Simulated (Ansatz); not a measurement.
**CoPt3O6: a one-atom displacement scan**

The task, for CoPt3O6: measure how stiffly atom 5 (O) is held.

Method: DFT PBEsol, scalar-relativistic, plane waves, PAW, in Ansatz 0.2.0.

1 further run of the same task is left out (set aside as unsound or not needed).

### Step 1. The starting structure

Symmetry: Cmmm, No. 65, orthorhombic system. Conventional cell: a = 6.990 Å, b = 9.863 Å, c = 3.186 Å, α = 90.00°, β = 90.00°, γ = 90.00°. Around Co (site symmetry mmm) lie 8 O at 2.14 to 2.34 Å. Pt (site symmetry mmm) has 4 O at 1.96 Å in its first shell of neighbours. Pt (site symmetry 2/m) has 6 O at 2.02 to 2.03 Å in its first shell of neighbours. O (site symmetry m2m) has 2 Pt at 2.03 Å and 2 Co at 2.14 Å in its first shell of neighbours. Around O (site symmetry m) lie 3 Pt at 1.96 to 2.02 Å and 1 Co at 2.34 Å.

Coordinates:

```cif
data_structure
_symmetry_space_group_name_H-M 'Cmmm'
_symmetry_Int_Tables_number 65
_cell_length_a 6.9904
_cell_length_b 9.8629
_cell_length_c 3.1856
_cell_angle_alpha 90.000
_cell_angle_beta 90.000
_cell_angle_gamma 90.000
_cell_volume 219.63
loop_
_atom_site_label
_atom_site_type_symbol
_atom_site_symmetry_multiplicity
_atom_site_Wyckoff_symbol
_atom_site_fract_x
_atom_site_fract_y
_atom_site_fract_z
_atom_site_occupancy
Co1 Co 2 c 0.50000 0.00000 0.50000 1
Pt1 Pt 2 d 0.00000 0.00000 0.50000 1
Pt2 Pt 4 e 0.25000 0.25000 0.00000 1
O1 O 4 i 0.50000 0.85523 0.00000 1
O2 O 8 q 0.78351 0.87360 0.50000 1
```

It goes back to an entry of the Materials Project, which need not be the stable form.

It is the result of an earlier relaxation at this level (volume 10.98 Å³/atom; gap on the mesh: none (metal), site moments up to 2.5 μB).

### Step 2. The undisturbed cell

File input.yaml:

```yaml
crystal:
  lattice:
    - [3.4951777657, -4.9314749087, 0.0]
    - [3.4951777657, 4.9314749087, 0.0]
    - [0.0, 0.0, 3.1856131928]
  atoms:
    - { symbol: Co, position: [0.5, 0.5, 0.5], spin: 2.73 }
    - { symbol: Pt, position: [0.0, 0.0, 0.5] }
    - { symbol: Pt, position: [0.0, 0.5, 0.0] }
    - { symbol: Pt, position: [0.5, 0.0, 0.0] }
    - { symbol: O, position: [0.6447723034, 0.3552276966, 0.0] }
    - { symbol: O, position: [0.3552276966, 0.6447723034, 0.0] }
    - { symbol: O, position: [0.9099092422, 0.6571110136, 0.5] }
    - { symbol: O, position: [0.0900907578, 0.3428889864, 0.5] }
    - { symbol: O, position: [0.6571110136, 0.9099092422, 0.5] }
    - { symbol: O, position: [0.3428889864, 0.0900907578, 0.5] }
basis:
  ecutwfc: 420
kpoints:
  mp_grid: { grid: [8, 8, 12] }
hamiltonian:
  xc: pbesol
scf:
  occupations: { method: gaussian, width: 0.15 }
output:
  forces: true
  stress: true
  eigenvalues: true
  populations: true
  write_density: true
  write_potential: true
  elf: true
  volumetric_format: npy
magnetization:
  spin_polarized: true
```

Started as:

```console
$ ansatz run input.yaml --threads 2 --pin off --max-ram 5120MiB --backend cpu --events-out ev --progress --plain --runs-dir out
```

Standard output (excerpt; [...] marks lines left out):

```text
Warning: RAYON_NUM_THREADS=2 ignored (pool sized by the plan → 2); use --threads N
[...]
Pseudopotentials: kind: paw
Pseudopotential: Co, paw, valence charge 17, recommended cutoff 420 eV (normal), Co.paw.azcp
Pseudopotential: Pt, paw, valence charge 18, recommended cutoff 420 eV (normal), Pt.paw.azcp
Pseudopotential: O, paw, valence charge 6, recommended cutoff 420 eV (normal), O.paw.azcp
Functional definition: PBEsol
[...]
Crystal: 10 atoms, lattice volume = 109.817 Å³
Basis set: ecut = 420 eV, 2137 PW (Γ), exchange–correlation on 90×90×48 points (8 copies of the dense FFT grid, shifted against one another)
Bands: 66, of which v1, the nominal top of the filled ones, is band 54 counted from 1 (53 counted from 0)
Symmetry: 8 space group operations
Space group: Cmmm (ITA 65), of the structure as read, at distance tolerance 4.8e-5 Å
Magnetic group: BNS 65.481 (UNI 579), of the structure as read, at distance tolerance 4.8e-5 Å
k-points: 147 of 768
[...]
Starting moments: Σ|m| = 2.73 μB on 1 of 10 sites
[...]
SCF iter   1: F=—  HF=-45601.760911 eV  |F-HF|=—  |Δ(HF+E_count)|=         —  Δρ=1.52e-1 (↑7.12e-2 ↓1.52e-1)  dr2=5.29e1  dr2_m=2.43e0  M=1.900 μB ∫|m|=1.907 μB  β_m=0.30  ethr=3.10e-3  ⟨swp⟩=5.2  Hψ=65123  notcnv=0  defer=4
[...]
spin=Collinear: Kerker preconditioning applied to the charge; magnetization (m = ρ↑ − ρ↓) channel mixes plain (no charge-response kernel on spin).
[...]
SCF converged after 16 iterations
Magnetization: 2.9763 μB (54.9881 up, 52.0119 down)
Absolute magnetization: 3.0457 μB (∫|ρ↑−ρ↓|, with the PAW one-centre terms)
Spin contamination: 0.0564 ħ² per cell (⟨S²⟩ above its minimum at these occupations)
[...]
Free energy (F): -45600.095298 eV
[...]
E sigma→0 (E₀):  -45600.088978 eV
Entropy (-TS):   -0.012640 eV (-1.264 meV/atom)
Fermi energy:    14.645036 eV
[...]
--- Forces (eV/Å), atoms counted from 1 ---
  atom   1  Co    -0.00000000     0.00000000     0.00000000
  atom   2  Pt    -0.00000000     0.00000000     0.00000000
  atom   3  Pt     0.00000000    -0.00000000     0.00000000
  atom   4  Pt     0.00000000    -0.00000000     0.00000000
  atom   5  O      0.00000000     0.00264795     0.00000000
  atom   6  O      0.00000000    -0.00264795     0.00000000
  atom   7  O     -0.00115616     0.00099794     0.00000000
  atom   8  O      0.00115616    -0.00099794     0.00000000
[...]
--- Stress (GPa, compression-positive) ---
        0.047703       0.000000       0.000000
        0.000000       0.064248       0.000000
        0.000000       0.000000      -0.027574
  P = ⅓ Tr σ = 0.0281 GPa (0.281 kbar)
--- Band table (eV; the first three rows and the last of 294) ---
[...]
--- Löwdin populations: 10 sites ---
  site symbol       q [e]    m [muB]
     0     Co     15.8582     2.5451
     1     Pt     17.2029     0.0117
     2     Pt     16.6515     0.0083
     3     Pt     16.6515     0.0083
     4      O      6.7525     0.1257
     5      O      6.7525     0.1257
     6      O      6.6541     0.0370
     7      O      6.6541     0.0370
     8      O      6.6541     0.0370
     9      O      6.6541     0.0370
  spilling = 0.004808 (of n_electrons = 107.000000)
```

Wall time 71 s (2 threads of Intel Xeon 6975P-C (Granite Rapids), shared host); peak memory 1.5 GiB.

Per atom:

| atom | moment in the atom's sphere (μB) | Löwdin electrons |
| --- | --- | --- |
| Co1 | 2.48 | 15.86 |
| Pt2 | 0.01 | 17.20 |
| Pt3 | 0.01 | 16.65 |
| Pt4 | 0.01 | 16.65 |
| O5 | 0.10 | 6.75 |
| O6 | 0.10 | 6.75 |
| O7 | 0.03 | 6.65 |
| O8 | 0.03 | 6.65 |
| O9 | 0.03 | 6.65 |
| O10 | 0.03 | 6.65 |

The Löwdin counts miss 0.51 of the 107 electrons, which the atomic orbitals do not span, so they are no charges.

Axes a, b and c in the maps are those of this run's conventional cell (a, b, c = 6.990, 9.863, 3.186 Å).

Density in a lattice plane of the grid's cell (edges 6.99 and 9.86 Å, at 0.500 of the third edge), which holds Co and Pt and O.

Ten even steps from '0' (0.03 e/Å³) to '9' (50.16 e/Å³):
```
100000000100000000
000010000000001000
000010000000001000
000000000000000000
000000000000000000
000000000000000000
000001000000010000
000001000000010000
100000000100000000
920000001210000002
100000000100000000
000001000000010000
000001000000010000
000000000000000000
000000000000000000
000000000000000000
000010000000001000
000010000000001000
100000000100000000
210000002920000001
```
Columns run along the first of these edges and rows up along the second, over one cell in 18 and 20 even steps from the bottom left corner. Atoms in the plane (fractional): Co at (0.00, 0.50), Co at (0.50, 0.00), Pt at (0.00, 0.00), Pt at (0.50, 0.50), O at (0.28, 0.37), O at (0.78, 0.87), O at (0.22, 0.13), O at (0.72, 0.63), O at (0.28, 0.63), O at (0.78, 0.13), O at (0.22, 0.87), O at (0.72, 0.37).

ELF in the same plane.

Ten even steps from '0' (0.01) to '9' (0.98):
```
742566203730266524
326768711211786762
117748600000684771
003674100000147630
000000000000000000
000147630003674100
000684771117748600
211786762326768711
730266524742566203
981000157675100018
730266524742566203
211786762326768711
000684771117748600
000147630003674100
000000000000000000
003674100000147630
117748600000684771
326768711211786762
742566203730266524
675100018981000157
```
Columns run along the first of these edges and rows up along the second, over one cell in 18 and 20 even steps from the bottom left corner. Atoms in the plane (fractional): Co at (0.00, 0.50), Co at (0.50, 0.00), Pt at (0.00, 0.00), Pt at (0.50, 0.50), O at (0.28, 0.37), O at (0.78, 0.87), O at (0.22, 0.13), O at (0.72, 0.63), O at (0.28, 0.63), O at (0.78, 0.13), O at (0.22, 0.87), O at (0.72, 0.37).

Both are smooth fields of the valence electrons: close to the nuclei they are not physical.

Spin density (up less down) in a lattice plane of the grid's cell (edges 6.99 and 9.86 Å, at 0.500 of the third edge), which holds Co and Pt and O.

Values in e/Å³, 12 rows by 8 columns:
```
 0.00  0.00  0.06  0.02 -0.01  0.02  0.06  0.00
 0.00  0.01  0.01  0.00  0.00  0.00  0.01  0.01
 0.00  0.00  0.00  0.00  0.00  0.00  0.00  0.00
 0.00  0.00  0.01  0.01  0.00  0.01  0.01  0.00
-0.01  0.02  0.06  0.00  0.00  0.00  0.06  0.02
 9.57  0.21  0.00  0.00  0.01  0.00  0.00  0.21
-0.01  0.02  0.06  0.00  0.00  0.00  0.06  0.02
 0.00  0.00  0.01  0.01  0.00  0.01  0.01  0.00
 0.00  0.00  0.00  0.00  0.00  0.00  0.00  0.00
 0.00  0.01  0.01  0.00  0.00  0.00  0.01  0.01
 0.00  0.00  0.06  0.02 -0.01  0.02  0.06  0.00
 0.01  0.00  0.00  0.21  9.57  0.21  0.00  0.00
```
Columns run along the first of these edges and rows up along the second, over one cell in 8 and 12 even steps from the bottom left corner. Atoms in the plane (fractional): Co at (0.00, 0.50), Co at (0.50, 0.00), Pt at (0.00, 0.00), Pt at (0.50, 0.50), O at (0.28, 0.37), O at (0.78, 0.87), O at (0.22, 0.13), O at (0.72, 0.63), O at (0.28, 0.63), O at (0.78, 0.13), O at (0.22, 0.87), O at (0.72, 0.37).

The highest ELF values outside the cores: 0.89 in the shell around O, 0.7 Å from O; 0.83 beside O, off the lines to its neighbours, 0.6 Å from O.

Reference values: F = -45600.0953 eV; pressure 0.03 GPa; largest force 0.003 eV/Å; gap on the mesh none (metal).

### Step 3. The scan: a one-atom displacement scan

Atom 5 (O) is moved by x along the Cartesian unit vector (0.777, 0.071, -0.625); the cell and all other atoms stay fixed. Forces below are components along that vector, summed over the moved atoms. In a periodic cell its images move with it.

### Step 4. x = -0.450 Å

Changes to input.yaml since step 2:

```diff
@@ -10,3 +10,3 @@
     - { symbol: Pt, position: [0.5, 0.0, 0.0] }
-    - { symbol: O, position: [0.6447723034, 0.3552276966, 0.0] }
+    - { symbol: O, position: [0.5979656041, 0.3019338715, 0.0882689141] }
     - { symbol: O, position: [0.3552276966, 0.6447723034, 0.0] }
@@ -29,6 +29,2 @@
   populations: true
-  write_density: true
-  write_potential: true
-  elf: true
-  volumetric_format: npy
 magnetization:
```

Started as:

```console
$ ansatz run input.yaml --threads 2 --pin off --max-ram 5120MiB --backend cpu --events-out ev --progress --plain --runs-dir out
```

Standard output (excerpt; [...] marks lines left out):

```text
Warning: RAYON_NUM_THREADS=2 ignored (pool sized by the plan → 2); use --threads N
[...]
Pseudopotentials: kind: paw
Pseudopotential: Co, paw, valence charge 17, recommended cutoff 420 eV (normal), Co.paw.azcp
Pseudopotential: Pt, paw, valence charge 18, recommended cutoff 420 eV (normal), Pt.paw.azcp
Pseudopotential: O, paw, valence charge 6, recommended cutoff 420 eV (normal), O.paw.azcp
Functional definition: PBEsol
[...]
Crystal: 10 atoms, lattice volume = 109.817 Å³
Basis set: ecut = 420 eV, 2137 PW (Γ), exchange–correlation on 90×90×48 points (8 copies of the dense FFT grid, shifted against one another)
Bands: 66, of which v1, the nominal top of the filled ones, is band 54 counted from 1 (53 counted from 0)
Symmetry: 1 space group operations
Space group: P1 (ITA 1), of the structure as read, at distance tolerance 4.8e-5 Å
Magnetic group: BNS 1.1 (UNI 1), of the structure as read, at distance tolerance 4.8e-5 Å
[...]
  atom   4  Pt    -6.26241236    -3.27321077    -0.01066108
  atom   5  O      9.51202093     3.06185500    -1.52251842
  atom   6  O      0.10414478    -0.70805295    -0.55855422
  atom   7  O     -0.51920288     0.05769009     0.03385594
  atom   8  O      0.01815506    -0.00310901    -0.00125609
[...]
--- Stress (GPa, compression-positive) ---
       13.752963       9.277248       0.011425
        9.277245       6.642653       1.315799
        0.011423       1.315796       1.970813
  P = ⅓ Tr σ = 7.4555 GPa (74.555 kbar)
--- Band table (eV; the first three rows and the last of 776) ---
[...]
--- Löwdin populations: 10 sites ---
  site symbol       q [e]    m [muB]
     0     Co     15.8650     2.5274
     1     Pt     17.2029     0.0114
     2     Pt     16.7327     0.0032
     3     Pt     16.5729     0.0188
     4      O      6.7166     0.1203
     5      O      6.7631     0.1456
     6      O      6.6673     0.0357
     7      O      6.6520     0.0422
     8      O      6.6591     0.0331
     9      O      6.6350     0.0390
  spilling = 0.004984 (of n_electrons = 107.000000)
```

Wall time 4.5 min (2 threads of Intel Xeon 6975P-C (Granite Rapids), shared host); peak memory 3.3 GiB.

By site:

| atom | moment in the atom's sphere (μB) | Löwdin electrons |
| --- | --- | --- |
| Co1 | 2.40 | 15.87 |
| Pt2 | 0.01 | 17.20 |
| Pt3 | 0.01 | 16.73 |
| Pt4 | 0.02 | 16.57 |
| O5 | 0.09 | 6.72 |
| O6 | 0.11 | 6.76 |
| O7 | 0.03 | 6.67 |
| O8 | 0.04 | 6.65 |
| O9 | 0.03 | 6.66 |
| O10 | 0.03 | 6.64 |

The Löwdin counts miss 0.53 of the 107 electrons, which the atomic orbitals do not span, so they are no charges.

### Step 5. Point x = 0.338 Å

Changes to input.yaml since step 4:

```diff
@@ -10,3 +10,3 @@
     - { symbol: Pt, position: [0.5, 0.0, 0.0] }
-    - { symbol: O, position: [0.5979656041, 0.3019338715, 0.0882689141] }
+    - { symbol: O, position: [0.6798773279, 0.3951980655, -0.0662016856] }
     - { symbol: O, position: [0.3552276966, 0.6447723034, 0.0] }
```

Started as:

```console
$ ansatz run input.yaml --threads 2 --pin off --max-ram 5120MiB --backend cpu --events-out ev --progress --plain --runs-dir out
```

Standard output (excerpt; [...] marks lines left out):

```text
Warning: RAYON_NUM_THREADS=2 ignored (pool sized by the plan → 2); use --threads N
[...]
Pseudopotentials: kind: paw
Pseudopotential: Co, paw, valence charge 17, recommended cutoff 420 eV (normal), Co.paw.azcp
Pseudopotential: Pt, paw, valence charge 18, recommended cutoff 420 eV (normal), Pt.paw.azcp
Pseudopotential: O, paw, valence charge 6, recommended cutoff 420 eV (normal), O.paw.azcp
Functional definition: PBEsol
[...]
Crystal: 10 atoms, lattice volume = 109.817 Å³
Basis set: ecut = 420 eV, 2137 PW (Γ), exchange–correlation on 90×90×48 points (8 copies of the dense FFT grid, shifted against one another)
Bands: 66, of which v1, the nominal top of the filled ones, is band 54 counted from 1 (53 counted from 0)
Symmetry: 1 space group operations
Space group: P1 (ITA 1), of the structure as read, at distance tolerance 4.8e-5 Å
Magnetic group: BNS 1.1 (UNI 1), of the structure as read, at distance tolerance 4.8e-5 Å
[...]
  atom   4  Pt     1.02523727     0.28507137    -0.38725153
  atom   5  O     -5.88160628     0.99387936     1.62602166
  atom   6  O     -0.11281767    -0.43107299     0.45063160
  atom   7  O      0.94117004     0.00356652    -0.55626071
  atom   8  O     -0.04278158     0.03182318     0.00310539
[...]
--- Stress (GPa, compression-positive) ---
        6.440722      -5.540796      -0.294914
       -5.540759       3.246279      -0.457344
       -0.294909      -0.457338       1.176931
  P = ⅓ Tr σ = 3.6213 GPa (36.213 kbar)
--- Band table (eV; the first three rows and the last of 776) ---
[...]
--- Löwdin populations: 10 sites ---
  site symbol       q [e]    m [muB]
     0     Co     15.8565     2.5280
     1     Pt     17.2017     0.0116
     2     Pt     16.6043     0.0166
     3     Pt     16.7140     0.0029
     4      O      6.7354     0.1287
     5      O      6.7540     0.1305
     6      O      6.6384     0.0402
     7      O      6.6576     0.0356
     8      O      6.6523     0.0410
     9      O      6.6637     0.0351
  spilling = 0.004879 (of n_electrons = 107.000000)
```

It took 4.4 min on 2 threads of Intel Xeon 6975P-C (Granite Rapids), shared host; peak memory 3.3 GiB.

### Step 6. At x = -0.225 Å

Changes to input.yaml since step 5:

```diff
@@ -10,3 +10,3 @@
     - { symbol: Pt, position: [0.5, 0.0, 0.0] }
-    - { symbol: O, position: [0.6798773279, 0.3951980655, -0.0662016856] }
+    - { symbol: O, position: [0.6213689537, 0.328580784, 0.044134457] }
     - { symbol: O, position: [0.3552276966, 0.6447723034, 0.0] }
```

Started as:

```console
$ ansatz run input.yaml --threads 2 --pin off --max-ram 5120MiB --backend cpu --events-out ev --progress --plain --runs-dir out
```

Standard output (excerpt; [...] marks lines left out):

```text
Warning: RAYON_NUM_THREADS=2 ignored (pool sized by the plan → 2); use --threads N
[...]
Pseudopotentials: kind: paw
Pseudopotential: Co, paw, valence charge 17, recommended cutoff 420 eV (normal), Co.paw.azcp
Pseudopotential: Pt, paw, valence charge 18, recommended cutoff 420 eV (normal), Pt.paw.azcp
Pseudopotential: O, paw, valence charge 6, recommended cutoff 420 eV (normal), O.paw.azcp
Functional definition: PBEsol
[...]
Crystal: 10 atoms, lattice volume = 109.817 Å³
Basis set: ecut = 420 eV, 2137 PW (Γ), exchange–correlation on 90×90×48 points (8 copies of the dense FFT grid, shifted against one another)
Bands: 66, of which v1, the nominal top of the filled ones, is band 54 counted from 1 (53 counted from 0)
Symmetry: 1 space group operations
Space group: P1 (ITA 1), of the structure as read, at distance tolerance 4.8e-5 Å
Magnetic group: BNS 1.1 (UNI 1), of the structure as read, at distance tolerance 4.8e-5 Å
[...]
  atom   4  Pt    -2.22462064    -0.90260849     0.32373777
  atom   5  O      4.08868730     0.79093900    -1.03766536
  atom   6  O      0.03083811    -0.18536340    -0.30905644
  atom   7  O     -0.29878510     0.03288857     0.05996048
  atom   8  O      0.01382826    -0.00458266    -0.00496496
[...]
--- Stress (GPa, compression-positive) ---
        3.646364       3.852398      -0.101616
        3.852396       1.644044       0.168695
       -0.101616       0.168694       0.321231
  P = ⅓ Tr σ = 1.8705 GPa (18.705 kbar)
--- Band table (eV; the first three rows and the last of 776) ---
[...]
--- Löwdin populations: 10 sites ---
  site symbol       q [e]    m [muB]
     0     Co     15.8602     2.5414
     1     Pt     17.2027     0.0119
     2     Pt     16.6877     0.0074
     3     Pt     16.6125     0.0118
     4      O      6.7455     0.1218
     5      O      6.7563     0.1316
     6      O      6.6610     0.0358
     7      O      6.6523     0.0392
     8      O      6.6564     0.0355
     9      O      6.6459     0.0388
  spilling = 0.004854 (of n_electrons = 107.000000)
```

Run time: 4.2 min. Hardware: 2 threads of Intel Xeon 6975P-C (Granite Rapids), shared host; peak memory 3.3 GiB.

### Step 7. Results of the scan

Collected from the runs (energy zero: the undisturbed cell):

| x (Å) | ΔE (meV/cell) | force on the moved atoms (eV/Å) | pressure (GPa) | moment (μB/cell) |
| --- | --- | --- | --- | --- |
| -0.450 | 1809.7 | 8.564 | 7.5 | 2.98 |
| -0.225 | 425.8 | 3.884 | 1.9 | 2.98 |
| 0.000 | 0.0 | 0.000 | 0.0 | 2.98 |
| 0.338 | 921.3 | -5.518 | 3.6 | 2.97 |

### Step 8. What came out

| quantity | value |
| --- | --- |
| force constant along x, from the points at -0.225, 0 and 0.338 Å | 16.90 eV/Å² |

What this shows: Near the site the force constant is 16.90 eV/Å²; for the mass of O against a rigid frame that is a vibration of about 536 cm⁻¹. The step of 0.34 Å is wide, so anharmonic terms mix in. No sampled point lies below the undisturbed cell. Spin-orbit coupling is left out for Pt. With one magnetic atom in the cell only ferromagnetic order fits, and no U was applied, so an antiferromagnetic state was not tested. Without a U such compounds often come out metallic though many are antiferromagnetic insulators.
